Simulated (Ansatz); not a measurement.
# AlClFGeH3: how energies converge with the basis set

The task here is to estimate one member of a computed series from the others.

Computed with Ansatz 0.2.0, Gaussian basis. Level: one geometry, several basis sets.

Plan: PBE0-D4/def2-SVP; ωB97M-V/def2-SVP; PBE0-D4/def2-QZVPP; ωB97M-V/def2-QZVPP; the functionals' def2-TZVPP values are taken from earlier runs.

## The relaxed structure

The geometry comes from an earlier relaxation with PBE0-D4 in a triple-zeta def2 set; it is a stationary point, not always the lowest conformer.

SMILES `[F][Al]([Cl])[GeH3]`, 7 atoms, charge 0, spin multiplicity 1.

Atoms are counted from 1 here; the program's logs count them from 0.

Bond lengths: F1–Al2 1.644 Å, Al2–Cl3 2.087 Å, Al2–Ge4 2.454 Å, Ge4–H5 1.538 Å, Ge4–H6 1.538 Å, Ge4–H7 1.536 Å. Angles: F1–Al2–Cl3 116.8°, F1–Al2–Ge4 119.8°, Cl3–Al2–Ge4 123.3°, Al2–Ge4–H5 110.3°, Al2–Ge4–H6 110.3°, Al2–Ge4–H7 111.2°, H5–Ge4–H6 107.8°, H5–Ge4–H7 108.6°, H6–Ge4–H7 108.6°.

The first run:

in.yaml reads:

```yaml
crystal:
  periodic: [false, false, false]
  atoms:
    - {symbol: F, position_ang: [1.675943, -0.560116, 1.938881]}
    - {symbol: Al, position_ang: [0.688063, -0.954489, 0.684906]}
    - {symbol: Cl, position_ang: [0.530863, -2.981240, 0.211011]}
    - {symbol: Ge, position_ang: [-0.512913, 0.810056, -0.525033]}
    - {symbol: H, position_ang: [0.481444, 1.816283, -1.127466]}
    - {symbol: H, position_ang: [-1.438471, 1.578245, 0.432850]}
    - {symbol: H, position_ang: [-1.363630, 0.223262, -1.660851]}
basis:
  gaussian: {orbitals: def2-SVP}
hamiltonian: {xc: pbe0, dispersion: d4}
output: {orbitals: {seedname: orbitals}}
```

Steps of the session up to this table: PBE0-D4 in def2-SVP; ωB97M-V in def2-SVP; PBE0-D4 in def2-QZVPP; ωB97M-V in def2-QZVPP.

One table of the session follows, with a row left open; its other results are not shown here.

It belongs to the step «Density functionals: the series». 

| functional | basis | HOMO (eV) | LUMO (eV) |
| --- | --- | --- | --- |
| PBE0-D4 | def2-SVP | ? | ? |
| PBE0-D4 | def2-TZVPP | -8.44 | -1.58 |
| PBE0-D4 | def2-QZVPP | -8.45 | -1.61 |
| ωB97M-V | def2-SVP | -10.37 | 0.32 |
| ωB97M-V | def2-TZVPP | -10.44 | 0.13 |
| ωB97M-V | def2-QZVPP | -10.46 | 0.02 |

Estimate the missing values for PBE0-D4, def2-SVP.

As computed: HOMO (eV): -8.40; LUMO (eV): -1.46. In the column «HOMO (eV)» it is the highest.
